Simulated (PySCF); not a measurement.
Molecule: F2Mg, in a box.

```
F Mg
1.0
    12.00000    0.00000    0.00000
     0.00000   11.00000    0.00000
     0.00000    0.00000   11.00000
F Mg
2 1
Direct
  0.38349 0.57067 0.43979
  0.61868 0.43315 0.56640
  0.50109 0.50191 0.50310
```

Base run:

- Program: PySCF 2.14.0
- Functional: MN15-L
- Potentials or basis: def2-svp (all-electron)
- k mesh: 1 × 1 × 1
- Occupations: fixed
- Spin: no spin polarisation

Its results: gap between the frontier levels 6.77 eV.

Q: After a change of settings the same cell gave: gap between the frontier levels 7.56 eV. Which change was it?
A. functional from MN15-L to revTPSS; dispersion from none to D4
B. functional from MN15-L to PBE
C. functional from MN15-L to CAM-B3LYP; dispersion from none to D3
D. functional from MN15-L to r2SCANh

A: D.

Caveats: this is a molecule in a periodic box at the Γ point, so its band gap is the HOMO-LUMO gap; the basis of atomic orbitals isn't converged, which shifts pressures, moduli and gaps.
